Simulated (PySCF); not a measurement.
# C3H9AlO: the cost of one run

Programs: PySCF 2.14.0, with density-fitted response routines of our own. Each step states its level of theory. These are calculated values for one molecule in the gas phase, unless marked as measured. Atoms count from 0, in the outputs and in this text.

## Step 1: Starting geometry

14 atoms, charge 0, multiplicity 1; geometry from: GFN2-xTB. The atoms were then displaced at random by about 0.01 Å, so the start is not that level's minimum.

Bonds of the start (Å): C0–C1 1.51, C1–Al2 1.99, Al2–O3 1.70, O3–C4 1.36, C0–H5 1.11, C0–H6 1.07, C0–H7 1.12, C1–H8 1.08, C1–H9 1.09, Al2–H10 1.55, C4–H11 1.10, C4–H12 1.08, C4–H13 1.10.

## Step 2: Optimising the geometry at PBE0-D3(BJ)/def2-SVP

What the job is given:

```
{"job": {"xc": "PBE0", "basis": "def2-SVP", "d3": "d3bj", "grid": 1, "shake": 0.01, "kind": "geom"}, "charge": 0, "multiplicity": 1}
C     -2.629420     0.049710    -0.157460
C     -1.279350    -0.156680    -0.802580
Al     0.110600     0.095540     0.603020
O      1.794310     0.020050     0.383990
C      3.146250    -0.047410     0.210860
H     -3.461460    -0.086760    -0.877200
H     -2.786570    -0.599490     0.683250
H     -2.717230     1.099160     0.210770
H     -1.245490    -1.152320    -1.223630
H     -1.153750     0.529970    -1.640860
H     -0.305090     0.389170     2.065350
H      3.556460    -0.909910     0.752630
H      3.367830    -0.110900    -0.849000
H      3.595760     0.864790     0.633110
```

Run with:

```bash
$ OMP_NUM_THREADS=1 python probes_run.py task.json out
```

This one command runs all jobs of the session in turn.

**Question.** How long does this first job take on 1 thread of Arm Neoverse V1, shared host, and how much memory does it need?

About 2.1 min, with a peak of 0.5 GiB.
